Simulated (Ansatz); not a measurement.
**SrCd: how the settings move a single-point run**

Question: which choices in the input matter for SrCd?

Method: reference: DFT, PBEsol, PAW with Ansatz's default frozen-core files, scalar-relativistic, in Ansatz 0.2.0.

### Step 1. The starting structure

Symmetry: Pm-3m, No. 221, cubic system. The conventional cell has a = 3.980 Å, b = 3.980 Å, c = 3.980 Å, α = 90.00°, β = 90.00°, γ = 90.00°. Around Sr (site symmetry m-3m) lie 8 Cd at 3.45 Å. Around Cd (site symmetry m-3m) lie 8 Sr at 3.45 Å.

Coordinates:

```xyz
2
Lattice="3.9799 0.0000 0.0000 0.0000 3.9799 0.0000 0.0000 0.0000 3.9799" Properties=species:S:1:pos:R:3 pbc="T T T"
Sr    1.9900    1.9900    1.9900
Cd    0.0000    0.0000    0.0000
```

### Step 2. Reference

input.yaml

```yaml
crystal:
  lattice:
    - [3.9799356449, 0.0, 0.0]
    - [0.0, 3.9799356449, 0.0]
    - [0.0, 0.0, 3.9799356449]
  atoms:
    - { symbol: Sr, position: [0.5, 0.5, 0.5] }
    - { symbol: Cd, position: [0.0, 0.0, 0.0] }
kpoints:
  mp_grid: { grid: [10, 10, 10] }
scf:
  occupations: { method: fermi_dirac, width: 0.05 }
hamiltonian:
  xc: pbesol
  pseudopotentials: { kind: paw }
output:
  forces: true
  stress: true
  eigenvalues: true
  populations: true
```

Started as:

```
$ ansatz run input.yaml --threads 1 --pin off --max-ram 2048MiB --backend cpu --events-out ev --progress --plain --runs-dir out
```

### Step 3. Changed: pseudopotentials.kind nc, pseudopotentials.accuracy standard, xc_grid 2

input.yaml, as its differences from that of step 2:

```diff
@@ -14,3 +14,3 @@
   xc: pbesol
-  pseudopotentials: { kind: paw }
+  pseudopotentials: { kind: nc, accuracy: standard }
 output:
@@ -20 +20,7 @@
   populations: true
+  write_density: true
+  write_potential: true
+  elf: true
+  volumetric_format: npy
+basis:
+  xc_grid: 2
```

Before running it: what results should come out? Wanted: for each run, ending; energy change; pressure; gap; force.

**Answer**, as computed:

```
                                                                       run     ending   energy change  pressure (GPa)  gap (eV)  force (eV/Å)  cycles  time
                                                                 reference  converged               -             0.0      0.00          0.00       6   4 s
1: pseudopotentials.kind nc, pseudopotentials.accuracy standard, xc_grid 2  converged  not comparable             0.0      0.00          0.00       8  24 s
```

Times don't compare one to one where runs were asked for different outputs or read a saved state (see the inputs); cycles may leave out searches for a lower state.

Residual by cycle in the longest SCF loop of each run; runs are numbered as in the table. The quantity is the density residual dr2, in eV.

```
cycle  reference    run 1
    1    0.00495        4
    2     5.9e-4    0.699
    3     6.6e-5    0.161
    4     2.7e-6  0.00427
    5     3.2e-7   2.6e-4
    6     8.2e-9   1.4e-5
    7          -   6.0e-7
    8          -   2.0e-8
```

**Reading.** Total energies don't compare across a change of potentials; pressure, gap, moments and forces, where computed, barely move.
